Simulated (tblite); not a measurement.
# C6H12AlNO: the cost of one run

The runs use tblite 0.8.0 and PySCF 2.14.0, with density-fitted response routines of our own; the level of theory stands in each step. All values are computed, except where a source is named. Atoms count from 0, in the outputs and in this text.

**1. Starting geometry**

21 atoms, charge 0, multiplicity 1; geometry from: force field or distance geometry start.

Bonds of the start (Å): N0–C1 1.16, C1–C2 1.47, C2–C3 1.50, C3–C4 1.52, C4–C5 1.51, C5–C6 1.50, C6–O7 1.42, O7–Al8 1.85, O7–C3 1.37, C2–H9 1.13, C2–H10 1.12, C3–H11 1.13, C4–H12 1.11, C4–H13 1.11, C5–H14 1.10, C5–H15 1.09, C6–H16 1.13, C6–H17 1.10, Al8–H18 1.60, Al8–H19 1.58, Al8–H20 1.62.

**2. Geometry optimisation with GFN2-xTB**

Job settings and geometry (Å):

```
{"job": {"kind": "relax", "xc": "GFN2-xTB", "basis": "xTB"}, "charge": 0, "multiplicity": 1}
N      2.710200     1.923100    -1.369500
C      2.180600     1.507500    -0.427300
C      1.538800     0.985500     0.782800
C      0.445300     0.008700     0.480500
C      1.064100    -1.175400    -0.247100
C     -0.180300    -1.884300    -0.732800
C     -1.186300    -0.777000    -0.758800
O     -0.509600     0.420800    -0.404800
Al    -1.829800     1.420700     0.420000
H      1.097200     1.868100     1.341400
H      2.254800     0.488600     1.479800
H      0.008000    -0.456400     1.408600
H      1.688100    -0.851300    -1.102600
H      1.644500    -1.747900     0.502900
H     -0.461500    -2.634700     0.019300
H     -0.067300    -2.393600    -1.687300
H     -1.941300    -0.969400     0.063100
H     -1.693000    -0.683600    -1.728700
H     -2.930100     1.820600    -0.671500
H     -1.222000     2.674900     1.165500
H     -2.619300     0.472000     1.466200
```

The run is started by

```console
$ OMP_NUM_THREADS=1 python probes_run.py task.json out
```

The driver reads the jobs from task.json and runs them one after another.

**Question.** How long does this first job take on 1 thread of Arm Neoverse N1, shared host, and how much memory does it need?

About 2.2 s, with a peak of 0.18 GiB.
